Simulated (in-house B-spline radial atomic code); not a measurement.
**S¹³⁺: partial-wave convergence of RPA**

Question: how well does an (l+1/2)^-4 tail repair a low cut on the partial waves for S¹³⁺ (PBE0 start)?

Method: RPA, second order, AC-SOSEX and G0W0 (contour deformation) on a non-relativistic mean field, all electrons; no spin-orbit coupling, Breit or QED terms. Code: an in-house B-spline radial atomic code, version 1.

**1. The system**

| Property | Result |
| --- | --- |
| element | sulfur (Z = 16) |
| charge | +13 |
| electrons | 3 |
| configuration | [He] 2s1 |
| Hamiltonian | non-relativistic, point nucleus |
| values of lmax | 2, 3, 4, 5, 6, 7, 8, 9, 10, 11 |

The outer shells:

S13+
```
[He] core
2s [↑ ]
```

**2. Run with lmax = 2**

Settings, as recorded:

```ini
Z = 16
electrons = 3.0
configuration = [He] 2s1
hamiltonian = nr
method = pbe0
lmax = 2
spin_polarised = True
box_radius = 5.53
intervals = 45
```

On the command line:

```bash
python run_gw.py task.json out
```

One command runs all members of the session, one after another, from task.json.

Further steps of the session: Run with lmax = 3; Run with lmax = 4; Run with lmax = 5; Run with lmax = 6; Run with lmax = 7; Run with lmax = 8; Run with lmax = 9; Run with lmax = 10; Run with lmax = 11.

What does the calculation give? Wanted: highest level, mean field; highest level, G0W0; RPA correlation energy; RPA+SOSEX.

The runs gave:

```
                                          quantity                                                          value
   highest level, mean field (range over the runs)                                                   -688.1303 eV
         highest level, G0W0 (range over the runs)                                      -707.7191 to -707.7173 eV
                            RPA correlation energy                                     -0.1837 to -0.1834 hartree
                                         RPA+SOSEX                                     -0.0510 to -0.0509 hartree
tabulated theoretical ionisation energy (2s shell)  706.99 eV (NIST Atomic Spectra Database, ionization energies)
               G0W0 removal energy less that value                                            +0.723 to +0.725 eV
```

**Reading.** At lmax = 2 the plain sum holds 96.9 % of the last extrapolated value, at lmax = 11 it holds 100.0 %. With the tail added, the runs differ from the last by up to 0.1 %, and from lmax = 2 on all values lie within 0.5 % of the last; the plain sum reaches 99 % at lmax = 4. The extrapolated value still moves by 0.0024 millihartree in the last step. The G0W0 level varies by 0.0018 eV over the range. At the highest cut G0W0 misses the tabulated theoretical ionisation energy, 706.99 eV, by +0.725 eV (+0.10 %). Relativity, left out here, binds an s electron more tightly: it would raise the computed values, so agreement here owes something to cancelling errors.
